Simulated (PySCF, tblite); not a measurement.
# C4H9OPS: geometry, infrared bands and NMR shifts

What infrared bands and NMR shifts should C4H9OPS (`S=[PH]1CCOCC1`) show?

The runs use tblite 0.8.0 and PySCF 2.14.0, with density-fitted response routines of our own; the level of theory stands in each step. All values are computed, except where a source is named. Atoms are numbered from 0 throughout.

### 1 The molecule as given

16 atoms, charge 0, multiplicity 1; geometry from: force field or distance geometry start.

Bonds of the start (Å): S0–P1 1.96, P1–C2 1.81, C2–C3 1.53, C3–O4 1.42, O4–C5 1.43, C5–C6 1.51, C6–P1 1.80, P1–H7 1.42, C2–H8 1.09, C2–H9 1.09, C3–H10 1.08, C3–H11 1.10, C5–H12 1.09, C5–H13 1.09, C6–H14 1.10, C6–H15 1.08.

### 2 Geometry optimisation with GFN2-xTB

The job: settings as JSON, then the geometry in Å.

```
{"job": {"kind": "relax", "xc": "GFN2-xTB", "basis": "xTB"}, "charge": 0, "multiplicity": 1}
S      0.681300    -3.117700     0.621000
P      0.184200    -1.223000     0.662600
C      1.472400    -0.118800     0.025400
C      0.921200     1.309200     0.011300
O     -0.204900     1.405000    -0.846000
C     -1.374000     0.724800    -0.387900
C     -1.165500    -0.773500    -0.446700
H     -0.124200    -0.890300     2.010200
H      2.366000    -0.185000     0.645000
H      1.711300    -0.428000    -0.992900
H      1.686100     1.986500    -0.353100
H      0.634900     1.622700     1.029100
H     -2.204300     1.011500    -1.028900
H     -1.604900     1.059700     0.627200
H     -2.082300    -1.290000    -0.139300
H     -0.904900    -1.084100    -1.448000
```

Launch:

```
> OMP_NUM_THREADS=1 python probes_run.py task.json out
```

This one command runs all jobs of the session in turn.

**Question.** This job is followed by: GFN2-xTB harmonic vibrations, gas phase; GIAO PBE0/pcSseg-1 NMR shielding, non-relativistic, gas phase. Predict these results of the whole session: strongest single infrared mode (GFN2-xTB); zero-point energy (GFN2-xTB); ¹³C shifts against TMS (PBE0/pcSseg-1, means over atoms taken as alike); ¹H shifts against TMS (PBE0/pcSseg-1, means over atoms taken as alike); ³³S shifts against CS2 (PBE0/pcSseg-1); ³¹P shifts against H3PO4 (PBE0/pcSseg-1); ¹⁷O shifts against H2O (PBE0/pcSseg-1).

As calculated:

```
                                                               quantity                             value
                              strongest single infrared mode (GFN2-xTB)             2171 cm⁻¹, 202 km/mol
                                           zero-point energy (GFN2-xTB)                     78.4 kcal/mol
¹³C shifts against TMS (PBE0/pcSseg-1, means over atoms taken as alike)                    70.1, 39.0 ppm
 ¹H shifts against TMS (PBE0/pcSseg-1, means over atoms taken as alike)  6.87, 4.39, 3.42, 1.98, 1.90 ppm
                                 ³³S shifts against CS2 (PBE0/pcSseg-1)                          -254 ppm
                               ³¹P shifts against H3PO4 (PBE0/pcSseg-1)                         -12.6 ppm
                                 ¹⁷O shifts against H2O (PBE0/pcSseg-1)                          51.3 ppm
```

Relaxing lowered the energy by 0.250 eV in 50 steps; the close pair that moved most is P1–C6, from 1.804 to 1.838 Å. No mode is imaginary among the 42: a minimum at this level. The strongest single mode, at 2171 cm⁻¹, moves mainly H7. GFN2-xTB is a fitted tight-binding method: band positions and strengths are rough. Its intensities can rank the bands wrongly. The most deshielded carbon is C3, C5 (mean) (sp3 CH2 bonded to O), at 70.1 ppm: pulled downfield by the heteroatom. At PBE0/pcSseg-1: The largest span, 233 ppm, is at P1, where the paramagnetic term is -632 ppm.
